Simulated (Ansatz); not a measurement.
# NaGe+ (triplet): the correlation ladder at distance Ge1–Na2 = 2.882 Å, aug-cc-pVTZ

How much of the correlation energy of NaGe+ (triplet) does each wave-function method recover here?

Method: aug-cc-pVTZ, core rule «outside noble gas», up to 19 orbitals frozen; program: Ansatz 0.2.0, Gaussian basis.

Plan: UHF; CCSD(T) on ROHF; CCSD(T) on UHF; BCCD(T) on ROHF; CCSDT(Q) on ROHF; CCSDT(Q) on UHF; Full CI; Full CI in the symmetry of the determinant.

53 further runs of the same task are left out: 29 for a known fault of the program, 18 that didn't finish, 6 set aside as unsound or not needed.

### 1 The geometry

The geometry derives from a PBE0/def2-TZVP stationary point (not a proven minimum). One bond is set to the value named and the two fragments are kept rigid. No spin-orbit coupling is included. The filled d shell of Ge may be among the frozen orbitals whatever the setting's name suggests; the logs give the count.

2 atoms, charge 1, spin multiplicity 3.

Atoms are counted from 1 here; the program's logs count them from 0.

No contacts short enough for the rule that draws bonds.

Geometry (Å):

```xyz
2
charge 1, multiplicity 3
Ge    0.00000    0.00000    0.00000
Na    0.00000    0.00000    2.88200
```

### 2 UHF

Contents of in.yaml:

```yaml
crystal:
  periodic: [false, false, false]
  atoms:
    - {symbol: Ge, position_ang: [0.000000, 0.000000, 0.000000]}
    - {symbol: Na, position_ang: [0.000000, 0.000000, 2.882000]}
basis:
  gaussian: {orbitals: aug-cc-pVTZ}
total_charge: 1
magnetization: {spin_polarized: true, initial_magnetization: 2}
hamiltonian: {xc: hf}
output: {orbitals: {seedname: orbitals}}
```

Command:

```
ansatz run in.yaml --threads 1 --pin off --events-out ev --progress --plain --max-ram 2393MiB
```

Further steps of the session: CCSD(T) on ROHF; CCSD(T) on UHF; BCCD(T) on ROHF; CCSDT(Q) on ROHF; CCSDT(Q) on UHF; Full CI; Full CI in the symmetry of the determinant.

Before running them: what should the planned runs give, taken together? Wanted: FCI below the RHF energy; RMP2 from FCI; UMP2 from FCI; RCCSD from FCI; RCCSD(T) from FCI; UCCSD(T) from FCI; RCCSDT(Q) from FCI; UCCSDT(Q) from FCI; T1 diagnostic.

The runs gave:

| quantity | value |
| --- | --- |
| FCI below the RHF energy | -1.9382 eV |
| RMP2 from FCI | +44.4 kJ/mol |
| UMP2 from FCI | +44.0 kJ/mol |
| RCCSD from FCI | +6.9 kJ/mol |
| RCCSD(T) from FCI | +1.5 kJ/mol |
| UCCSD(T) from FCI | +0.4 kJ/mol |
| RCCSDT(Q) from FCI | 0.0 kJ/mol |
| UCCSDT(Q) from FCI | -1.1 kJ/mol |
| levels within 1 kcal/mol (43 meV) | RCCSD(T), UCCSD(T), BCCD(T), RCCSDT, UCCSDT, RCCSDT(Q), UCCSDT(Q) |
| T1 diagnostic | 0.021 |
| effectively unpaired electrons | 2.03 |

In words: RCCSD(T) lands +1.5 kJ/mol from the yardstick (0.8 % of the correlation energy). UCCSDT, UCCSDT(Q) fall below full CI: unrestricted runs freeze a spin-polarised core, another one than full CI's, and coupled cluster isn't variational. One determinant dominates. These misses are within one basis, not against nature; the frozen cores of restricted and unrestricted runs differ, which can shift their rows.
